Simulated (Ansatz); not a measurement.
# AsGeH5: the cost of one run

Program: Ansatz 0.2.0, Gaussian basis. Level of theory: PBE0-D4/def2-TZVP structures, single points in def2-TZVPP, no counterpoise correction. These are calculated values, not measurements.

Levels: SPW92, PBE-D4, BLYP-D4, r2SCAN-D4, B97M-V, PBE0-D4, B3LYP-D4, r2SCAN0-D4, BHLYP-D4, CAM-B3LYP-D4, wB97X-V, wB97M-V, B2PLYP, PBE-QIDH, RPA on PBE, Hartree-Fock, MP2, CCSD, CCSD(T).

Cores are frozen in the correlated methods. Filled d shells of the heavier atoms are correlated. B3LYP uses VWN-RPA correlation. B2PLYP carries no dispersion term here.

94 further runs of the same task are left out: 94 set aside as unsound or not needed.

### 1 The system as given

The complex: 10 atoms, charge 0, spin multiplicity 1.

Atoms are counted from 1 here; the program's logs count them from 0.

Bond lengths: Ge1–H3 1.539 Å, Ge1–H4 1.541 Å, Ge1–H5 1.538 Å, Ge1–As7 2.424 Å, O2–H6 0.960 Å, O2–H8 0.960 Å, As7–H9 1.525 Å, As7–H10 1.517 Å. Angles: H3–Ge1–H4 107.5°, H3–Ge1–H5 108.5°, H3–Ge1–As7 109.6°, H4–Ge1–H5 108.5°, H4–Ge1–As7 109.6°, H5–Ge1–As7 113.0°, H6–O2–H8 105.2°, Ge1–As7–H9 92.4°, Ge1–As7–H10 93.3°, H9–As7–H10 92.3°.

Geometry (Å):

```
atom    x (Å)    y (Å)    z (Å)
 Ge1  -1.0122  -0.0963  -0.7191
  O2   1.3746   1.3998   0.9507
  H3  -0.5104   1.1650  -1.4449
  H4  -2.0623  -0.7660  -1.6266
  H5  -1.7003   0.3334   0.5881
  H6   0.7758   1.8617   1.5422
 As7   0.8398  -1.6181  -0.3592
  H8   1.6037   2.0410   0.2738
  H9  -0.0783  -2.8362  -0.3556
 H10   0.7697  -1.4842   1.1505
```

Its parts: GeAsH5 holds atoms 1, 3, 4, 5, 7, 9, 10; H2O holds atoms 2, 6, 8. Each part counts its atoms afresh in its own runs.

### 2 Relaxing GeAsH5 alone

Contents of relax-a/in.yaml:

```yaml
crystal:
  periodic: [false, false, false]
  atoms:
    - {symbol: Ge, position_ang: [-1.012174, -0.096293, -0.719052]}
    - {symbol: H, position_ang: [-0.510412, 1.165048, -1.444935]}
    - {symbol: H, position_ang: [-2.062292, -0.766012, -1.626631]}
    - {symbol: H, position_ang: [-1.700309, 0.333351, 0.588146]}
    - {symbol: As, position_ang: [0.839819, -1.618147, -0.359159]}
    - {symbol: H, position_ang: [-0.078289, -2.836165, -0.355560]}
    - {symbol: H, position_ang: [0.769664, -1.484231, 1.150483]}
basis:
  gaussian: {orbitals: def2-TZVP}
hamiltonian: {xc: pbe0, dispersion: d4}
relax: {f_tol: 0.005, max_steps: 200}
```

Started as:

```console
$ ansatz run in.yaml --threads 8 --pin off --events-out ev --progress --plain --max-ram 19148MiB
```

**Question.** How long does this run take on 8 threads of Arm Neoverse V1, shared host?

About 11 s.
